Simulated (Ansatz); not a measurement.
# Pd: the cost of one run

Program: Ansatz 0.2.0. Level of theory: DFT PBEsol, scalar-relativistic, plane waves, PAW. These are calculated values, not measurements.

## (1) Starting point

It takes space group Fm-3m (No. 225, cubic). The conventional cell has a = 3.890 Å, b = 3.890 Å, c = 3.890 Å, α = 90.00°, β = 90.00°, γ = 90.00°. Pd (site symmetry m-3m) has 12 Pd at 2.75 Å in its first shell of neighbours.

Structure file:

```xyz
1
Lattice="0.0000 1.9449 1.9449 1.9449 0.0000 1.9449 1.9449 1.9449 0.0000" Properties=species:S:1:pos:R:3 pbc="T T T"
Pd    0.0000    0.0000    0.0000
```

The cell is taken as given, not relaxed at this level.

## (2) The reference cell

The reference gives a free energy of -6906.6587 eV, pressure -2.09 GPa, largest force 0.000 eV/Å and gap on the mesh none (metal). It was computed beforehand with the settings of the runs below.

## (3) The scan: a trigonal deformation path

At fixed volume and fractional coordinates, lengths along (0.577, 0.577, 0.577) are scaled against those across it; ρ is that ratio over its starting value.

## (4) At ρ = 0.500

input.yaml reads:

```yaml
crystal:
  lattice:
    - [-0.8168068166, 1.6336136333, 1.6336136333]
    - [1.6336136333, -0.8168068166, 1.6336136333]
    - [1.6336136333, 1.6336136333, -0.8168068166]
  atoms:
    - { symbol: Pd, position: [0.0, 0.0, 0.0] }
basis:
  ecutwfc: 420
kpoints:
  mp_grid: { grid: [24, 24, 24] }
hamiltonian:
  xc: pbesol
scf:
  occupations: { method: gaussian, width: 0.15 }
output:
  forces: true
  stress: true
  eigenvalues: true
```

Run with:

```sh
$ ansatz run input.yaml --threads 1 --pin off --max-ram 2560MiB --backend cpu --events-out ev --progress --plain --runs-dir out
```

**Question.** How long does this run take on 1 thread of Arm Neoverse V1, shared host, and how much memory does it need?

About 5.7 s, with a peak of 0.34 GiB.
